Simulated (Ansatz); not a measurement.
Crystal: Pt3PbC.

```
Pb Pt C
1.0
     4.34804    0.00000    0.00000
     0.00000    4.34804    0.00000
     0.00000    0.00000    4.34804
Pb Pt C
1 3 1
Direct
  0.00000 0.00000 0.00000
  0.50000 0.00000 0.50000
  0.50000 0.50000 0.00000
  0.00000 0.50000 0.50000
  0.50000 0.50000 0.50000
```

The cell comes from a database or a generator and needn't be the stable form of this composition.

- Program: Ansatz 0.2.0
- Task: single point
- Functional: PBE
- Potentials or basis: Ansatz PAW
- Cutoff: 420 eV (not typed: the program's choice for these potentials)
- k mesh: 6 × 6 × 6
- Occupations: fermi-dirac, width 0.05 eV
- Spin: no spin polarisation

On this cell: pressure -0.6 GPa; largest force zero by symmetry; band gap on the k mesh none (metal or under the smearing width).

The same run follows on a disturbed copy (atoms moved at random, drawn with an rms of 0.05 Å):

```
Pb Pt C
1.0
     4.34804    0.00000    0.00000
     0.00000    4.34804    0.00000
     0.00000    0.00000    4.34804
Pb Pt C
1 3 1
Direct
  0.99348 0.99393 0.00996
  0.49949 0.00886 0.49360
  0.49189 0.49626 0.99541
  0.99998 0.50275 0.49129
  0.49828 0.48933 0.50299
```

**Question.** What changes?

**Answer.** The energy (extrapolated to zero smearing) moves by +4.0 meV/atom; pressure -0.2 GPa; largest force 0.350 eV/Å; band gap on the k mesh none (metal or under the smearing width).

Forces in eV/Å, atoms in the order of the input:
```
Pb   0.033  0.040 -0.293
Pt  -0.040 -0.336  0.092
Pt   0.009  0.095  0.012
Pt  -0.048  0.056  0.110
C    0.046  0.144  0.079
```

Stress tensor (GPa, compression positive):
```
-0.47 -0.04 -0.08
-0.04  0.30 -0.02
-0.08 -0.02 -0.31
```
